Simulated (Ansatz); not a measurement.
# Be2Sn2Te: the cost of one run

Method: DFT PBE, scalar-relativistic, plane waves, PAW, in Ansatz 0.2.0.

### Step 1. The starting structure

It takes space group P-3m1 (No. 164, trigonal). Conventional cell: a = 3.528 Å, b = 3.528 Å, c = 9.225 Å, α = 90.00°, β = 90.00°, γ = 120.00°. Be (site symmetry 3m) has 3 Sn at 2.70 Å in its first shell of neighbours. Around Sn (site symmetry 3m) lie 3 Te at 2.42 Å and 3 Be at 2.70 Å. Te (site symmetry -3m) has 6 Sn at 2.42 Å in its first shell of neighbours.

Structure file:

```
Be Sn Te
1.0
     3.52828    0.00000    0.00000
    -1.76414    3.05558    0.00000
     0.00000    0.00000    9.22490
Be Sn Te
2 2 1
Direct
  0.33333 0.66667 0.66700
  0.66667 0.33333 0.33300
  0.33333 0.66667 0.14100
  0.66667 0.33333 0.85900
  0.00000 0.00000 0.00000
```

(A quick probe on a coarse mesh, which set the mesh and smearing, is not shown.)

### Step 3. Rough relaxation on the coarse mesh

Contents of input.yaml:

```yaml
crystal:
  lattice:
    - [3.5282816314, 0.0, 0.0]
    - [-1.7641408157, 3.0555815244, 0.0]
    - [0.0, 0.0, 9.2249040377]
  atoms:
    - { symbol: Be, position: [0.3333333333, 0.6666666667, 0.667] }
    - { symbol: Be, position: [0.6666666667, 0.3333333333, 0.333] }
    - { symbol: Sn, position: [0.3333333333, 0.6666666667, 0.141] }
    - { symbol: Sn, position: [0.6666666667, 0.3333333333, 0.859] }
    - { symbol: Te, position: [0.0, 0.0, 0.0] }
basis:
  ecutwfc: 420
kpoints:
  mp_grid: { grid: [6, 6, 2] }
hamiltonian:
  xc: pbe
scf:
  occupations: { method: gaussian, width: 0.1 }
  lower_state_search: "off"
output:
  forces: true
  stress: true
  eigenvalues: true
relax:
  adjacent_minimum: "off"
  f_tol: 0.04
  max_steps: 70
  cell: { stress_tol: 0.4 }
```

Started as:

```bash
$ ansatz run input.yaml --threads 1 --pin off --max-ram 2560MiB --backend cpu --events-out ev --progress --plain --runs-dir out
```

Q: Estimate wall time and peak memory on 1 thread of Arm Neoverse V1, shared host.

About 43 s, with a peak of 0.38 GiB.
